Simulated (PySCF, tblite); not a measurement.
# C₇H₁₁FN₂: geometry, infrared bands and NMR shifts

Wanted: the infrared bands and NMR shifts of C₇H₁₁FN₂ (`C/N=C\C1=C(F)N(C)CC1`), by calculation.

Programs: tblite 0.8.0 and PySCF 2.14.0, with density-fitted response routines of our own. Each step states its level of theory. These are calculated values for one molecule in the gas phase, unless marked as measured. Atoms are numbered from 0 throughout.

### Step 1. Starting geometry

21 atoms, charge 0, multiplicity 1; geometry from: force field or distance geometry start.

Bonds of the start (Å): C0–N1 1.44, N1–C2 1.27, C2–C3 1.48, C3–C4 1.34, C4–F5 1.34, C4–N6 1.37, N6–C7 1.44, N6–C8 1.45, C8–C9 1.54, C9–C3 1.49, C0–H10 1.10, C0–H11 1.08, C0–H12 1.11, C2–H13 1.10, C7–H14 1.09, C7–H15 1.09, C7–H16 1.10, C8–H17 1.10, C8–H18 1.10, C9–H19 1.10, C9–H20 1.10.

### Step 2. Geometry optimisation with GFN2-xTB

Job settings and geometry (Å):

```
{"job": {"kind": "relax", "xc": "GFN2-xTB", "basis": "xTB"}, "charge": 0, "multiplicity": 1}
C      3.273000     0.232300    -0.670600
N      2.853400    -1.088300    -0.270300
C      1.644100    -1.368100     0.018300
C      0.420400    -0.530100     0.005100
C     -0.770500    -1.056600     0.336300
F     -0.980300    -2.336100     0.670800
N     -1.772800    -0.119500     0.270400
C     -3.132900    -0.300800     0.692000
C     -1.234400     1.191100    -0.043400
C      0.263800     0.920000    -0.291100
H      2.760300     0.546800    -1.591600
H      4.334900     0.223400    -0.880000
H      3.098600     0.971200     0.134400
H      1.458500    -2.415800     0.305700
H     -3.237500    -0.142500     1.769200
H     -3.801500     0.406300     0.191400
H     -3.489300    -1.311800     0.453400
H     -1.719400     1.608800    -0.935600
H     -1.375000     1.889900     0.799900
H      0.880800     1.550900     0.368500
H      0.516900     1.146000    -1.333500
```

The run is started by

```bash
$ OMP_NUM_THREADS=1 python probes_run.py task.json out
```

One launch serves the whole session: the jobs run in the order shown.

**Question.** This job is followed by: GFN2-xTB harmonic vibrations, gas phase; GIAO PBE0/pcSseg-1 NMR shielding, non-relativistic, gas phase. Predict these results of the whole session: strongest single infrared mode (GFN2-xTB); zero-point energy (GFN2-xTB); 13C shifts against TMS (PBE0/pcSseg-1); 1H shifts against TMS (PBE0/pcSseg-1, means over atoms taken as alike); 15N shifts against NH3 (PBE0/pcSseg-1); 19F shifts against CFCl3 (PBE0/pcSseg-1).

**Answer**, as computed:

| quantity | value |
| --- | --- |
| strongest single infrared mode (GFN2-xTB) | 1636 cm⁻¹, 824 km/mol |
| zero-point energy (GFN2-xTB) | 107.0 kcal/mol |
| 13C shifts against TMS (PBE0/pcSseg-1) | 171.8, 153.6, 89.8, 52.0, 40.1, 33.2, 28.7 ppm |
| 1H shifts against TMS (PBE0/pcSseg-1, means over atoms taken as alike) | 7.91, 3.64, 3.25, 3.19, 2.75 ppm |
| 15N shifts against NH3 (PBE0/pcSseg-1) | 331.8, 87.9 ppm |
| 19F shifts against CFCl3 (PBE0/pcSseg-1) | -130.3 ppm |

The optimisation took 104 steps and gained 0.189 eV; among the close pairs (by a distance rule), C2–C3 changed most, from 1.483 to 1.440 Å. All 57 modes are real, so the xTB geometry is a minimum. The strongest single mode, at 1636 cm⁻¹, moves mainly C4 and C3. Unscaled tight-binding wavenumbers are off by several per cent, some by more. Its intensities can rank the bands wrongly. The most deshielded carbon is C4 (alkene carbon bearing nitrogen), at 171.8 ppm: an sp2 carbon further deshielded by the attached heteroatom. At PBE0/pcSseg-1: The largest span, 672 ppm, is at N1, where the paramagnetic term is -390 ppm.
